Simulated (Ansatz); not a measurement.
# Mg2Ge with a defect (As on a Ge site): a single-point run

The task is a single point on Mg2Ge with a defect (As on a Ge site) that gives the gradients at the nuclei.

The COD entry's cell or inner coordinates are ideal or old and differ from later refinements, so a difference from it is no clean test against experiment.

Method: DFT, PBE, plane-wave PAW, default files, scalar-relativistic, in Ansatz 0.2.0.

### Step 1. The structure to begin with

The structure is cubic, space group Fm-3m (No. 225). The conventional cell has a = 12.756 Å, b = 12.756 Å, c = 12.756 Å, α = 90.00°, β = 90.00°, γ = 90.00°. Mg (site symmetry 3m) has 1 As at 2.76 Å and 3 Ge at 2.76 Å as nearest neighbours. Mg (site symmetry 3m) has 4 Ge at 2.76 Å as nearest neighbours. As (site symmetry m-3m) has 8 Mg at 2.76 Å as nearest neighbours. Around Ge (site symmetry mmm) lie 8 Mg at 2.76 Å. Ge (site symmetry m-3m) has 8 Mg at 2.76 Å as nearest neighbours.

The input asks for a charge of +1 e on the cell.

As a file:

```cif
data_structure
_symmetry_space_group_name_H-M 'P 1'
_symmetry_Int_Tables_number 1
_cell_length_a 9.0199
_cell_length_b 9.0199
_cell_length_c 9.0199
_cell_angle_alpha 60.000
_cell_angle_beta 60.000
_cell_angle_gamma 60.000
_cell_volume 518.90
loop_
_atom_site_label
_atom_site_type_symbol
_atom_site_fract_x
_atom_site_fract_y
_atom_site_fract_z
_atom_site_occupancy
Mg1 Mg 0.12500 0.12500 0.12500 1
Mg2 Mg 0.12500 0.12500 0.62500 1
Mg3 Mg 0.12500 0.62500 0.12500 1
Mg4 Mg 0.12500 0.62500 0.62500 1
Mg5 Mg 0.62500 0.12500 0.12500 1
Mg6 Mg 0.62500 0.12500 0.62500 1
Mg7 Mg 0.62500 0.62500 0.12500 1
Mg8 Mg 0.62500 0.62500 0.62500 1
Mg9 Mg 0.37500 0.37500 0.37500 1
Mg10 Mg 0.37500 0.37500 0.87500 1
Mg11 Mg 0.37500 0.87500 0.37500 1
Mg12 Mg 0.37500 0.87500 0.87500 1
Mg13 Mg 0.87500 0.37500 0.37500 1
Mg14 Mg 0.87500 0.37500 0.87500 1
Mg15 Mg 0.87500 0.87500 0.37500 1
Mg16 Mg 0.87500 0.87500 0.87500 1
As1 As 0.00000 0.00000 0.00000 1
Ge1 Ge 0.00000 0.00000 0.50000 1
Ge2 Ge 0.00000 0.50000 0.00000 1
Ge3 Ge 0.00000 0.50000 0.50000 1
Ge4 Ge 0.50000 0.00000 0.00000 1
Ge5 Ge 0.50000 0.00000 0.50000 1
Ge6 Ge 0.50000 0.50000 0.00000 1
Ge7 Ge 0.50000 0.50000 0.50000 1
```

### Step 2. The run

The input, input.yaml:

```yaml
crystal:
  lattice:
    - [0.0, 6.378, 6.378]
    - [6.378, 0.0, 6.378]
    - [6.378, 6.378, 0.0]
  atoms:
    - { symbol: Mg, position: [0.125, 0.125, 0.125] }
    - { symbol: Mg, position: [0.125, 0.125, 0.625] }
    - { symbol: Mg, position: [0.125, 0.625, 0.125] }
    - { symbol: Mg, position: [0.125, 0.625, 0.625] }
    - { symbol: Mg, position: [0.625, 0.125, 0.125] }
    - { symbol: Mg, position: [0.625, 0.125, 0.625] }
    - { symbol: Mg, position: [0.625, 0.625, 0.125] }
    - { symbol: Mg, position: [0.625, 0.625, 0.625] }
    - { symbol: Mg, position: [0.375, 0.375, 0.375] }
    - { symbol: Mg, position: [0.375, 0.375, 0.875] }
    - { symbol: Mg, position: [0.375, 0.875, 0.375] }
    - { symbol: Mg, position: [0.375, 0.875, 0.875] }
    - { symbol: Mg, position: [0.875, 0.375, 0.375] }
    - { symbol: Mg, position: [0.875, 0.375, 0.875] }
    - { symbol: Mg, position: [0.875, 0.875, 0.375] }
    - { symbol: Mg, position: [0.875, 0.875, 0.875] }
    - { symbol: As, position: [0.0, 0.0, 0.0] }
    - { symbol: Ge, position: [0.0, 0.0, 0.5] }
    - { symbol: Ge, position: [0.0, 0.5, 0.0] }
    - { symbol: Ge, position: [0.0, 0.5, 0.5] }
    - { symbol: Ge, position: [0.5, 0.0, 0.0] }
    - { symbol: Ge, position: [0.5, 0.0, 0.5] }
    - { symbol: Ge, position: [0.5, 0.5, 0.0] }
    - { symbol: Ge, position: [0.5, 0.5, 0.5] }
total_charge: 1
kpoints:
  mp_grid: { grid: [3, 3, 3] }
scf:
  occupations: { method: fermi_dirac, width: 1.0 }
  max_iter: 75
hamiltonian:
  xc: pbe
  pseudopotentials: { kind: paw }
output:
  forces: true
  stress: true
  populations: true
  efg:
    quadrupole_moments_barn: { Mg: 0.1994, As: 0.311, Ge: -0.196 }
    contact_densities: true
```

On the command line:

```sh
> ansatz run input.yaml --threads 1 --pin off --max-ram 3072MiB --backend cpu --events-out ev --progress --plain --runs-dir out
```

Q: Will this input give a usable result? If not, why, and what should change?

The program finished normally. Convergence says nothing about whether the input makes sense.

The suspect setting: scf.occupations.width is 1.0. Occupations are smeared over electronvolts, wider than many features of the bands. A Fermi-Dirac width of 1 eV is an electron temperature of 11600 K.

The test: set scf.occupations.width to 0.01.
